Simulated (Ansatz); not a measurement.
Run this with the Ansatz DFT code, driven from Python and show what comes out.

The script reads `bh6nsn.xyz`:
```text
9

N    -0.97660    0.86580   -1.13260
B     0.30080    0.46560   -0.55680
Sn    0.30860   -0.95230    1.12990
H    -0.93100    0.67600   -2.16300
H    -1.05210    1.94570   -1.09850
H     1.31870    0.89600   -1.00270
H     2.02810   -1.27040    1.60370
H    -0.39500   -2.43210    0.65930
H    -0.51300   -0.24080    2.54370
```

The script, `run_md.py`:
```python
"""A short Born-Oppenheimer trajectory of BH6NSn."""

import ansatz as az
import numpy as np

BASIS_SET = "def2-SVP"
XC = "pbe0"
VDW = "d3bj"
N_STEPS = 20
TEMPERATURE_K = 200

system = az.Crystal.molecule_from_extxyz("bh6nsn.xyz")

base = (
    system.calculation()
    .basis(gaussian=BASIS_SET)
    .functional(XC, dispersion=VDW)
    .md("nvt_nose_hoover", timestep=0.25, steps=N_STEPS, temperature=TEMPERATURE_K, initial_velocities="maxwell_boltzmann", seed=33, thermostat_time=20)
)
frames = []
base.session().plan().execute(on_event=lambda e: frames.append(e["data"]) if e["event"] == "md_step" else None)
print("t (fs)   E_pot (eV)      E_kin (eV)   T (K)   d(0-1) (A)")
for f in frames[::2]:
    xyz = np.array(f["positions_ang"])
    print(f"{f['time_fs']:6.2f} {f['lagrangian_ev']:14.5f} {f['e_kin_ev']:10.5f} {f['temperature_k']:8.1f} {np.linalg.norm(xyz[0] - xyz[1]):9.4f}")
kept = np.array([f["conserved_ev"] for f in frames])
print(f"conserved energy moves by at most {1000 * np.ptp(kept):.3f} meV")
```

Output of `python run_md.py`:
```text
t (fs)   E_pot (eV)      E_kin (eV)   T (K)   d(0-1) (A)
  0.00    -8089.70282    0.18096    200.0    1.4572
  0.50    -8089.71325    0.19137    211.5    1.4612
  1.00    -8089.73504    0.21307    235.5    1.4651
  1.50    -8089.76348    0.24131    266.7    1.4690
  2.00    -8089.79081    0.26831    296.5    1.4728
  2.50    -8089.80833    0.28535    315.4    1.4764
  3.00    -8089.80956    0.28596    316.0    1.4798
  3.50    -8089.79348    0.26919    297.5    1.4828
  4.00    -8089.76576    0.24076    266.1    1.4854
  4.50    -8089.73613    0.21041    232.5    1.4876
  5.00    -8089.71305    0.18657    206.2    1.4892
conserved energy moves by at most 0.504 meV
```

What to keep in mind:
- Total energies depend on the basis set; only differences at equal settings carry meaning.
- The trajectory is only some femtoseconds long, so its temperature is not equilibrated; where the script doesn't relax first, it starts from a rough generated geometry.
- def2 sets replace the cores of elements past krypton by effective core potentials.
- The temperature counts the internal degrees of freedom alone.
- Finished in 97 s on 1 thread of Intel(R) Xeon(R) Platinum 8488C (Sapphire Rapids) (shared host), peak memory 0.24 GiB.

(Lines on the test bed's own set-up are left out of the output.)
